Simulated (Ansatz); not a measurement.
# CH₃NSn: up Jacob's ladder to CCSD(T)

Aim: compute CH₃NSn with functionals from several rungs and with coupled cluster. The yardstick is the atomisation energy at the CCSD(T) limit.

Program: Ansatz 0.2.0, Gaussian basis. Level of theory: functionals in def2-TZVPP, the program's frozen cores in correlated methods. These are calculated values, not measurements.

The runs, in order: LDA (SPW92), PBE-D4, revPBE-D4, BLYP-D4, r2SCAN-D4, B97M-V, PBE0-D4, B3LYP-D4, r2SCANh-D4, r2SCAN0-D4, HSE06-D4, BHLYP-D4, CAM-B3LYP-D4, LC-ωPBE, ωB97X-V, ωB97M-V, B2PLYP, PBE-QIDH; CCSD(T)/def2-SVP; CCSD(T)/def2-TZVPP; MP2/def2-QZVPP; extrapolation to the limit; RPA on PBE.

**1. The geometry**

An earlier PBE0-D4 in a triple-zeta def2 set relaxation fixed the geometry. Sn takes the def2 core potential; no spin-orbit term is included.

SMILES `N#[C][SnH3]`, 6 atoms, charge 0, spin multiplicity 1.

Atoms are counted from 1 here; the program's logs count them from 0.

Bond lengths: N1–C2 1.152 Å, C2–Sn3 2.112 Å, Sn3–H4 1.695 Å, Sn3–H5 1.695 Å, Sn3–H6 1.695 Å. Angles: N1–C2–Sn3 179.8°, C2–Sn3–H4 106.1°, C2–Sn3–H5 106.0°, C2–Sn3–H6 106.1°, H4–Sn3–H5 112.7°, H4–Sn3–H6 112.6°, H5–Sn3–H6 112.6°.

**2. LDA**

This LDA is Slater exchange with PW92 correlation.

File in.yaml:

```yaml
crystal:
  periodic: [false, false, false]
  atoms:
    - {symbol: N, position_ang: [2.057048, -0.924658, 1.310657]}
    - {symbol: C, position_ang: [1.149591, -0.518109, 0.728496]}
    - {symbol: Sn, position_ang: [-0.513933, 0.221619, -0.342797]}
    - {symbol: H, position_ang: [-0.145034, 1.830119, -0.731384]}
    - {symbol: H, position_ang: [-0.663688, -0.763714, -1.714275]}
    - {symbol: H, position_ang: [-1.841885, 0.090742, 0.703003]}
basis:
  gaussian: {orbitals: def2-TZVPP}
hamiltonian: {xc: lda}
output: {orbitals: {seedname: orbitals}}
```

After this run come: PBE-D4 (GGA); revPBE-D4 (GGA); BLYP-D4 (GGA); r2SCAN-D4 (meta-GGA); B97M-V (meta-GGA); PBE0-D4 (hybrid); B3LYP-D4 (hybrid); r2SCANh-D4 (hybrid); r2SCAN0-D4 (hybrid); HSE06-D4 (hybrid); BHLYP-D4 (hybrid); CAM-B3LYP-D4 (range-separated); LC-ωPBE-D4 (range-separated); ωB97X-V (range-separated); ωB97M-V (range-separated); B2PLYP (double hybrid); PBE-QIDH (double hybrid); CCSD(T) in def2-SVP; CCSD(T) in def2-TZVPP; MP2 in def2-QZVPP; RPA on PBE orbitals.

Q: Predict the results of all the runs planned. Wanted: atomisation energy, CCSD(T)/CBS; farthest beyond LDA; mean size of error, GGA; mean size of error, meta-GGA; mean size of error, hybrid; mean size of error, range-separated; mean size of error, double hybrid; gap, smallest and largest; T1 diagnostic.

**Answer**, as computed:

```
                               quantity                                                      value
        atomisation energy, CCSD(T)/CBS                                              1960.3 kJ/mol
 functionals within 19.6 kJ/mol (1.0 %)  BLYP-D4, B97M-V, B3LYP-D4, CAM-B3LYP-D4, ωB97X-V, ωB97M-V
                    farthest beyond LDA                                    BHLYP-D4 (-94.5 kJ/mol)
                mean size of error, GGA                                                20.0 kJ/mol
           mean size of error, meta-GGA                                                23.2 kJ/mol
             mean size of error, hybrid                                                50.2 kJ/mol
    mean size of error, range-separated                                                 9.9 kJ/mol
      mean size of error, double hybrid                                                36.3 kJ/mol
              gap, smallest and largest                  6.92 eV (LDA (SPW92)), 13.89 eV (LC-ωPBE)
                          T1 diagnostic                                                     0.0142
triples share of the correlation energy                                                      3.9 %
```

The LDA atomisation energy is off by 282.3 kJ/mol (14 %): it overbinds. PBE-D4 is off by +30.2 kJ/mol. Double hybrids carry the basis error of their MP2 part in triple zeta, and no dispersion term here, so their miss is partly the set-up's. Taken by rung, range-separated functionals do best (9.9 kJ/mol on average) and hybrid ones worst beyond LDA (50.2 kJ/mol). The mean of the hybrids holds BHLYP, with half exact exchange. The reference freezes the cores and leaves out spin-orbit coupling and excitations past (T), and its outer-core shells are covered unevenly, so misses under about 19.6 kJ/mol can't be ranked. All levels share the lack of spin-orbit coupling, which lowers the free heavy atoms and so the true binding. Hartree-Fock recovers 65 % of the binding; the rest is correlation. CCSD(T) in def2-SVP is off by -138.7 kJ/mol, so the small basis spoils what the method gains. The gap grows from 6.9 to 13.9 eV across the functionals, mostly with the share of exact exchange. Correlated methods include outer-core shells of Sn, which these sets cover unevenly.
